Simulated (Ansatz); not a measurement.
# ScSb2N3: the cost of one run

Program: Ansatz 0.2.0. Level of theory: DFT PBE, scalar-relativistic, plane waves, PAW. These are calculated values, not measurements.

## 1. The system as given

It takes space group R-3m (No. 166, trigonal). The conventional cell has a = 5.575 Å, b = 5.575 Å, c = 11.633 Å, α = 90.00°, β = 90.00°, γ = 120.00°. Around Sc (site symmetry -3m) lie 6 N at 2.52 Å. Sb (site symmetry 3m) is surrounded by 9 N at 2.87 to 3.17 Å and 4 Sb at 3.01 to 3.33 Å and 3 Sc at 3.25 Å. N (site symmetry 2/m) is surrounded by 2 Sc at 2.52 Å and 6 Sb at 2.87 to 3.17 Å.

Structure file:

```
Sc Sb N
1.0
     2.78744    1.60933    3.87783
    -2.78744    1.60933    3.87783
     0.00000   -3.21866    3.87783
Sc Sb N
1 2 3
Cartesian
  0.0000 0.0000 0.0000
  0.0000 0.0000 7.3207
  0.0000 0.0000 4.3128
  0.0000 -1.6093 1.9389
  1.3937 0.8047 1.9389
  -1.3937 0.8047 1.9389
```

The cell is invented: species swapped into a database cell of Pr2SiRh3 (R-3m, No. 166), with Sb on the Pr sites, Sc on the Si sites and N on the Rh sites. Its size is a rough estimate.

## 2. A first look at the guess

File input.yaml:

```yaml
crystal:
  lattice:
    - [2.78744334, 1.60933116, 3.8778279]
    - [-2.78744334, 1.60933116, 3.8778279]
    - [0.0, -3.21866232, 3.8778279]
  atoms:
    - { symbol: Sc, position: [0.0, 0.0, 0.0] }
    - { symbol: Sb, position: [0.62928087, 0.62928087, 0.62928087] }
    - { symbol: Sb, position: [0.37071913, 0.37071913, 0.37071913] }
    - { symbol: "N", position: [0.0, 0.0, 0.5] }
    - { symbol: "N", position: [0.5, 0.0, 0.0] }
    - { symbol: "N", position: [0.0, 0.5, 0.0] }
basis:
  ecutwfc: 420
kpoints:
  mp_grid: { grid: [6, 6, 6] }
hamiltonian:
  xc: pbe
scf:
  occupations: { method: gaussian, width: 0.1 }
  lower_state_search: "off"
output:
  forces: true
  stress: true
  eigenvalues: true
```

Run with:

```
$ ansatz run input.yaml --threads 1 --pin off --max-ram 2560MiB --backend cpu --events-out ev --progress --plain --runs-dir out
```

Q: Estimate wall time and peak memory on 1 thread of Arm Neoverse V1, shared host.

About 6.5 s, with a peak of 0.41 GiB.
